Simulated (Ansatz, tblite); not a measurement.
# F4H4O2Ti: isomers side by side

The task here is to estimate one member of a computed series from the others.

Method: relaxed with r2SCAN-D4/def2-SVP, singlet; program: Ansatz 0.2.0, Gaussian basis.

2 further runs of the same task are left out: 2 set aside as unsound or not needed. Runs told in other sessions of the task aren't counted.

## Starting geometry

11 atoms, charge 0, spin multiplicity 1.

Atoms are counted from 1 here; the program's logs count them from 0.

Bond lengths: F1–Ti7 1.725 Å, F2–Ti7 1.722 Å, F3–Ti7 1.725 Å, F4–Ti7 1.726 Å, O5–Ti7 2.086 Å, O5–H8 0.964 Å, O5–H9 0.964 Å, O6–Ti7 2.088 Å, O6–H10 0.964 Å, O6–H11 0.964 Å. Angles: Ti7–O5–H8 104.5°, Ti7–O5–H9 105.0°, H8–O5–H9 107.2°, Ti7–O6–H10 104.8°, Ti7–O6–H11 103.8°, H10–O6–H11 107.1°, F1–Ti7–F2 179.6°, F1–Ti7–F3 89.9°, F1–Ti7–F4 90.1°, F1–Ti7–O5 90.5°, F1–Ti7–O6 88.9°, F2–Ti7–F3 90.1°, F2–Ti7–F4 90.0°, F2–Ti7–O5 89.2°, F2–Ti7–O6 91.4°, F3–Ti7–F4 179.5°, F3–Ti7–O5 85.1°, F3–Ti7–O6 94.8° and more.

Coordinates:

| atom | x (Å) | y (Å) | z (Å) |
| --- | --- | --- | --- |
| F1 | 1.7095 | 0.0027 | -0.0377 |
| F2 | -1.7359 | -0.0052 | 0.0473 |
| F3 | -0.0112 | 1.7131 | 0.1904 |
| F4 | -0.0173 | -1.7145 | -0.2054 |
| O5 | 0.0121 | -0.0537 | 2.0850 |
| O6 | -0.0212 | 0.0538 | -2.0878 |
| Ti7 | -0.0149 | -0.0012 | -0.0005 |
| H8 | -0.8042 | 0.3870 | 2.3477 |
| H9 | 0.7419 | 0.5231 | 2.3394 |
| H10 | -0.6934 | -0.5868 | -2.3486 |
| H11 | 0.8346 | -0.3183 | -2.3298 |

No spin-orbit coupling is included.

The isomers as started, chosen beforehand: A: trans-Ti(H2O)2F4; B: cis-Ti(H2O)2F4. The structure above is A.

Set-up of the first run:

File in.yaml:

```yaml
crystal:
  periodic: [false, false, false]
  atoms:
    - {symbol: F, position_ang: [1.709500, 0.002660, -0.037700]}
    - {symbol: F, position_ang: [-1.735910, -0.005240, 0.047260]}
    - {symbol: F, position_ang: [-0.011180, 1.713110, 0.190360]}
    - {symbol: F, position_ang: [-0.017300, -1.714450, -0.205400]}
    - {symbol: O, position_ang: [0.012140, -0.053700, 2.085000]}
    - {symbol: O, position_ang: [-0.021240, 0.053790, -2.087770]}
    - {symbol: Ti, position_ang: [-0.014940, -0.001160, -0.000480]}
    - {symbol: H, position_ang: [-0.804150, 0.387030, 2.347730]}
    - {symbol: H, position_ang: [0.741870, 0.523100, 2.339370]}
    - {symbol: H, position_ang: [-0.693420, -0.586830, -2.348560]}
    - {symbol: H, position_ang: [0.834620, -0.318320, -2.329810]}
basis:
  gaussian: {orbitals: def2-SVP}
hamiltonian: {xc: r2scan, dispersion: d4}
scf: {lower_state_search: "off"}
output: {orbitals: {seedname: orbitals}}
relax: {f_tol: 0.02, max_steps: 100}
```

Run with:

```bash
$ ansatz run in.yaml --threads 4 --pin off --events-out ev --progress --plain --max-ram 4787MiB
```

Among the steps run: Relaxing candidate A; Relaxing candidate B; Candidate A, PBE0-D4/def2-TZVP; Candidate A, PBE-D4/def2-TZVP; Candidate A, r2SCAN-D4/def2-TZVP; Candidate A, CAM-B3LYP-D4/def2-TZVP; Candidate A, ωB97X-V/def2-TZVP; Candidate A, BHLYP-D4/def2-TZVP; Candidate A, PBE-D4/def2-SVP; Candidate A, PBE0-D4/def2-SVP; Candidate A, HF/STO-3G; Candidate A, CCSD(T)/def2-SVP; Candidate A, MP2/def2-TZVP.

One of the session's tables, all rows but one given; the rest of the session is left out.

It belongs to the step «A against B». 

| method | A above B (eV) |
| --- | --- |
| GFN1-xTB | ? |
| GFN2-xTB | 0.496 |
| HF/STO-3G | 0.647 |
| HF/def2-SVP | 0.447 |
| HF/def2-TZVP | 0.413 |
| PBE-D4/def2-SVP | 0.370 |
| PBE-D4/def2-TZVP | 0.376 |
| r2SCAN-D4/def2-TZVP | 0.358 |
| PBE0-D4/def2-SVP | 0.386 |
| PBE0-D4/def2-TZVP | 0.386 |
| BHLYP-D4/def2-TZVP | 0.387 |
| CAM-B3LYP-D4/def2-TZVP | 0.369 |
| ωB97X-V/def2-TZVP | 0.400 |
| MP2/def2-SVP | 0.532 |
| MP2/def2-TZVP | 0.441 |
| CCSD/def2-SVP | 0.520 |
| CCSD(T)/def2-SVP | 0.522 |

**Question.** Estimate the row for GFN1-xTB.

The run gave: A above B (eV): 0.395. In the column «A above B (eV)» it lies between BHLYP-D4/def2-TZVP (0.387) and ωB97X-V/def2-TZVP (0.400).

Caveats from the session: Only singlets are compared; another spin may lie lower and prefer another shape.
